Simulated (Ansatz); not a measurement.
# ClF2H3O3W: vertical ionisation energy

Aim: the vertical ionisation energy of ClF2H3O3W, as cation minus neutral at the neutral's geometry, on several levels, and how well −ε(HOMO) stands in for it.

The runs use Ansatz 0.2.0, Gaussian basis; unrestricted cation, the program's frozen cores in correlated methods.

Levels to be run: UKS PBE-D4/def2-TZVPP; UKS r2SCAN-D4/def2-TZVPP; UKS PBE0-D4/def2-TZVPP; UKS B3LYP-D4/def2-TZVPP; UKS wB97X-V/def2-TZVPP; UKS wB97M-V/def2-TZVPP; UKS B2PLYP/def2-TZVPP; UHF-CCSD(T)/def2-TZVPP; UHF-MP2/def2-QZVPP; extrapolation to the limit; then −ε(HOMO) from the neutral's earlier runs with LDA (SPW92), PBE-D4, revPBE-D4, BLYP-D4, r2SCAN-D4, B97M-V, PBE0-D4, B3LYP-D4, r2SCANh-D4, r2SCAN0-D4, HSE06-D4, BHLYP-D4, CAM-B3LYP-D4, LC-ωPBE, ωB97X-V, ωB97M-V.

1 further run of the same task is left out (for a known fault of the program).

## 1. Structure used throughout

The geometry comes from an earlier relaxation with PBE0-D4 in a triple-zeta def2 set; it is a stationary point, not always the lowest conformer. W takes the def2 core potential; no spin-orbit term is included.

SMILES `[OH][W]([OH])([OH])([F])([F])[Cl]`, 10 atoms, charge 0, spin multiplicity 1.

Atoms are counted from 1 here; the program's logs count them from 0.

Bond lengths: O1–W2 1.861 Å, O1–H8 0.962 Å, W2–O3 1.871 Å, W2–O4 1.858 Å, W2–F5 1.874 Å, W2–F6 1.878 Å, W2–Cl7 2.344 Å, O3–H9 0.963 Å, O4–H10 0.960 Å. Angles: W2–O1–H8 125.3°, O1–W2–O3 91.8°, O1–W2–O4 92.6°, O1–W2–F5 84.6°, O1–W2–F6 168.6°, O1–W2–Cl7 98.2°, O3–W2–O4 93.2°, O3–W2–F5 97.4°, O3–W2–F6 83.2°, O3–W2–Cl7 169.9°, O4–W2–F5 169.2°, O4–W2–F6 97.9°, O4–W2–Cl7 85.0°, F5–W2–F6 85.8°, F5–W2–Cl7 85.0°, F6–W2–Cl7 87.2°, W2–O3–H9 121.3°, W2–O4–H10 128.0°.

## 2. Cation, UKS PBE-D4/def2-TZVPP

in.yaml reads:

```yaml
crystal:
  periodic: [false, false, false]
  atoms:
    - {symbol: O, position_ang: [-0.801884, -1.457941, -0.558286]}
    - {symbol: W, position_ang: [-0.096573, 0.149570, 0.059285]}
    - {symbol: O, position_ang: [0.892927, -0.724376, 1.385478]}
    - {symbol: O, position_ang: [1.302982, 0.102103, -1.161118]}
    - {symbol: F, position_ang: [-1.705041, 0.287281, 1.010820]}
    - {symbol: F, position_ang: [0.428874, 1.690665, 0.995587]}
    - {symbol: Cl, position_ang: [-1.124665, 1.581339, -1.486569]}
    - {symbol: H, position_ang: [-1.613262, -1.866094, -0.242657]}
    - {symbol: H, position_ang: [1.390588, -0.231108, 2.045902]}
    - {symbol: H, position_ang: [1.326065, 0.468550, -2.048443]}
basis:
  gaussian: {orbitals: def2-TZVPP}
total_charge: 1
magnetization: {spin_polarized: true, initial_magnetization: 1}
hamiltonian: {xc: pbe, dispersion: d4}
```

The run is started by

```console
ansatz run in.yaml --threads 2 --pin off --events-out ev --progress --plain --max-ram 32768MiB --backend cpu
```

After this run come: Cation, UKS r2SCAN-D4/def2-TZVPP; Cation, UKS PBE0-D4/def2-TZVPP; Cation, UKS B3LYP-D4/def2-TZVPP; Cation, UKS wB97X-V/def2-TZVPP; Cation, UKS wB97M-V/def2-TZVPP; Cation, UKS B2PLYP (frozen core)/def2-TZVPP; Cation, UHF-CCSD(T)/def2-TZVPP; Cation, UHF-MP2/def2-QZVPP.

**Question.** What will the summary of the whole plan be? Wanted: ionisation energy, CCSD(T)/CBS; nearest functional by difference; nearest −ε(HOMO); −ε(HOMO) of PBE; T1 of the cation.

The runs gave:

| quantity | value |
| --- | --- |
| ionisation energy, CCSD(T)/CBS | 11.33 eV |
| nearest functional by difference | ωB97X-V (-0.06 eV) |
| nearest −ε(HOMO) | ωB97X-V (-0.03 eV) |
| −ε(HOMO) of PBE | 7.40 eV |
| T1 of the cation | 0.026 |

Energy differences with functionals land within 0.70 eV of the reference. −ε(HOMO) of PBE misses by 3.9 eV, since self-interaction lifts the level. Among orbital estimates ωB97X-V comes nearest. Hartree-Fock falls 0.85 eV short, as the neutral has more correlation energy than the cation. Correlated methods include outer-core shells of W, which these sets cover unevenly.
